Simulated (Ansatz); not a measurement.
# Fe: the cost of one run

Computed with Ansatz 0.2.0 (DFT PBE, PAW, plane waves, scalar-relativistic, unless a step's input says otherwise).

10 further runs of the same task are left out: 5 that didn't finish, 5 set aside as unsound or not needed.

## Step 1: The starting structure

Symmetry: Im-3m, No. 229, cubic system. Conventional cell: a = 2.855 Å, b = 2.855 Å, c = 2.855 Å, α = 90.00°, β = 90.00°, γ = 90.00°. Fe (site symmetry m-3m) is surrounded by 8 Fe at 2.47 Å.

Coordinates:

```
CELL_PARAMETERS angstrom
-1.42750 1.42750 1.42750
1.42750 -1.42750 1.42750
1.42750 1.42750 -1.42750
ATOMIC_POSITIONS crystal
Fe 0.00000 0.00000 0.00000
```

Labels such as Fe1 number the atoms in the order of the input file.

Changes shown after the default run: Broyden, β 0.4, magnetisation mixing 1.6; Fermi–Dirac width 0.003 eV, no switch to direct minimisation; Fermi–Dirac width 0.001 eV, no switch to direct minimisation; k-point mesh 7x7x7; Anderson, β 1.0, history 12, no preconditioner.

The search for lower states is off throughout, and inputs that name a mixer don't switch to direct minimisation unless they say so. Spin is collinear, with starting moments Fe1 4.00 μB. β is the mixing step of the charge; the magnetisation has a step of its own, which the program sets unless it is named.

## Step 2: Default SCF settings

Contents of input.yaml:

```yaml
crystal:
  lattice:
    - [-1.4275, 1.4275, 1.4275]
    - [1.4275, -1.4275, 1.4275]
    - [1.4275, 1.4275, -1.4275]
  atoms:
    - { symbol: Fe, position: [0.0, 0.0, 0.0], spin: 4.0 }
magnetization:
  spin_polarized: true
hamiltonian:
  xc: pbe
  pseudopotentials: { kind: paw }
basis:
  ecutwfc: 420
kpoints:
  mp_grid: { grid: [14, 14, 14] }
scf:
  occupations: { method: fermi_dirac, width: 0.1 }
  lower_state_search: "off"
output:
  forces: true
  stress: true
  write_density: true
  write_potential: true
  elf: true
  volumetric_format: npy
```

Started as:

```
ansatz run input.yaml --threads 2 --pin off --max-ram 5120MiB --backend cpu --events-out ev --progress --plain --runs-dir out
```

What time and memory should one allow on 2 threads of Arm Neoverse V1, shared host?

About 2.4 s, with a peak of 0.27 GiB.
